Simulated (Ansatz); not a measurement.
# ClGeH5OSi: basis-set convergence

An exercise on one series of results from a longer session: the logs are not shown, and one member is left open.

The runs use Ansatz 0.2.0, Gaussian basis; one geometry, several basis sets.

Levels to be run: PBE0-D4/def2-SVP; ωB97M-V/def2-SVP; PBE0-D4/def2-QZVPP; ωB97M-V/def2-QZVPP; the functionals' def2-TZVPP values are taken from earlier runs.

## The geometry

An earlier PBE0-D4 in a triple-zeta def2 set relaxation fixed the geometry.

SMILES `[SiH3][O][GeH2][Cl]`, 9 atoms, charge 0, spin multiplicity 1.

Atoms are counted from 1 here; the program's logs count them from 0.

Bond lengths: Si1–O2 1.643 Å, Si1–H5 1.485 Å, Si1–H6 1.489 Å, Si1–H7 1.483 Å, O2–Ge3 1.757 Å, Ge3–Cl4 2.151 Å, Ge3–H8 1.528 Å, Ge3–H9 1.532 Å. Angles: O2–Si1–H5 110.9°, O2–Si1–H6 110.6°, O2–Si1–H7 107.3°, H5–Si1–H6 108.9°, H5–Si1–H7 109.6°, H6–Si1–H7 109.6°, Si1–O2–Ge3 134.7°, O2–Ge3–Cl4 107.9°, O2–Ge3–H8 107.2°, O2–Ge3–H9 109.6°, Cl4–Ge3–H8 108.5°, Cl4–Ge3–H9 107.4°, H8–Ge3–H9 116.0°.

The first run:

Contents of in.yaml:

```yaml
crystal:
  periodic: [false, false, false]
  atoms:
    - {symbol: Si, position_ang: [0.044491, 1.539713, 0.196230]}
    - {symbol: O, position_ang: [-0.751213, 0.117738, -0.014886]}
    - {symbol: Ge, position_ang: [-0.257949, -1.544245, -0.298811]}
    - {symbol: Cl, position_ang: [1.458265, -1.944325, 0.933852]}
    - {symbol: H, position_ang: [0.573589, 1.649415, 1.579271]}
    - {symbol: H, position_ang: [1.177024, 1.653325, -0.763136]}
    - {symbol: H, position_ang: [-0.928830, 2.630792, -0.053403]}
    - {symbol: H, position_ang: [-1.406254, -2.440783, 0.161538]}
    - {symbol: H, position_ang: [0.179277, -1.707929, -1.757656]}
basis:
  gaussian: {orbitals: def2-SVP}
hamiltonian: {xc: pbe0, dispersion: d4}
output: {orbitals: {seedname: orbitals}}
```

On the command line:

```console
$ ansatz run in.yaml --threads 4 --pin off --events-out ev --progress --plain --max-ram 10444MiB
```

Among the steps run: PBE0-D4 in def2-SVP; ωB97M-V in def2-SVP; PBE0-D4 in def2-QZVPP; ωB97M-V in def2-QZVPP.

One of the session's tables, all rows but one given; the rest of the session is left out.

It belongs to the step «Functionals by basis». 

| functional | basis | HOMO (eV) | LUMO (eV) |
| --- | --- | --- | --- |
| PBE0-D4 | def2-SVP | -8.63 | 0.15 |
| PBE0-D4 | def2-TZVPP | -8.72 | -0.23 |
| PBE0-D4 | def2-QZVPP | -8.74 | -0.38 |
| ωB97M-V | def2-SVP | -10.84 | 2.11 |
| ωB97M-V | def2-TZVPP | -10.99 | 1.55 |
| ωB97M-V | def2-QZVPP | ? | ? |

Estimate the missing values for ωB97M-V, def2-QZVPP.

**Answer.** HOMO (eV): -11.01; LUMO (eV): 1.21. In the column «HOMO (eV)» it is the lowest.
